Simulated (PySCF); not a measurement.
# [Eu(O2)2]−: other functionals and bases at one geometry

The task here is to estimate one member of a computed series from the others.

Method: several levels, as the steps say, no spin–orbit coupling; program: PySCF 2.14.0.

2 further runs of the same task are left out: 2 for a known fault of the program. Runs told in other sessions of the task aren't counted.

## The starting structure

5 atoms, charge -1, spin multiplicity 1.

Bond lengths: Eu1–O2 2.180 Å, Eu1–O3 2.180 Å, Eu1–O4 2.180 Å, Eu1–O5 2.180 Å. Angles: O2–Eu1–O3 41.2°, O2–Eu1–O4 151.2°, O2–Eu1–O5 151.2°, O3–Eu1–O4 151.2°, O3–Eu1–O5 151.2°, O4–Eu1–O5 41.2°.

Geometry (Å):

```xyz
5

Eu    0.0000    0.0000    0.0000
O     0.5419    0.5419    2.0408
O    -0.5419   -0.5419    2.0408
O     0.5419   -0.5419   -2.0408
O    -0.5419    0.5419   -2.0408
```

Formal oxidation states: Eu +3. Each metal's 6 4f electrons lie in its core potential, so multiplicities, spins and levels count the valence alone. An earlier session relaxed this geometry at TPSS, Eu lcecp-1-SVP with ECP52, O def2-SVP (singlet, point group D2d).

At TPSS on the finer grid: E = -336.004163 Eh, HOMO 1.01 eV, LUMO 2.40 eV, Mulliken charge on Eu1 +0.72 e, largest force component 0.002 eV/Å. The highest filled level lies above zero; it isn't the detachment energy.

Levels to run: wB97X; PBE; HF; BP86; TPSS, TZVP. Hardware: 2 threads of Arm Neoverse V1, shared host.

Set-up of the first run:

File run.py (the lines that set the calculation):

```python
mol = gto.M(atom='''
Eu     0.00000     0.00000     0.00000
O      0.54188     0.54188     2.04077
O     -0.54188    -0.54188     2.04077
O      0.54188    -0.54188    -2.04077
O     -0.54188     0.54188    -2.04077''',
    basis={'Eu': 'lcecp-1-SVP', 'O': 'def2-SVP'},
    ecp={'Eu': 'lcecp-1-SVP'},
    charge=-1, spin=0)
mf = dft.RKS(mol, xc='WB97X')
mf.grids.atom_grid = (75, 302)  # f atoms: unpruned, at least (60, 302)
mf = mf.density_fit()  # fitting sets: Eu AutoAux, O def2-universal-JKFIT
mf.conv_tol = 1e-08; mf.max_cycle = 55
mf.kernel(dm0)  # dm0: the density of the relaxed state
```

Launch:

```console
$ OMP_NUM_THREADS=2 python run.py
```

Among the steps run: wB97X; PBE; HF; BP86; TPSS, TZVP.

One table of the session follows, with a row left open; its other results are not shown here.

```
              level  HOMO (eV)  gap (eV)  charge on Eu1 (e)  largest force component (eV/Å)
TPSS (relaxed here)       1.01      1.39               0.72                            0.00
              wB97X      -2.87      7.16               0.90                            0.68
                PBE          ?         ?                  ?                               ?
                 HF      -4.79      9.25               1.42                            0.97
               BP86       0.94      1.23               0.62                            0.12
         TPSS, TZVP       0.62      1.65               1.21                            0.08
```

Estimate the missing values for PBE.

**Answer.** HOMO (eV): 1.05; gap (eV): 1.10; charge on Eu1 (e): 0.60; largest force component (eV/Å): 0.20. In the column «HOMO (eV)» it is the highest.

In one basis the HOMO–LUMO gap runs from 1.10 eV (PBE) to 9.25 eV (HF). The largest leftover force, 0.97 eV/Å with HF, stands at a geometry relaxed at another level. With 4f in the core, its levels are missing from HOMO and gap, and its count is fixed, so no charge can pass from the ligands into it. Total energies of different levels can't be compared.
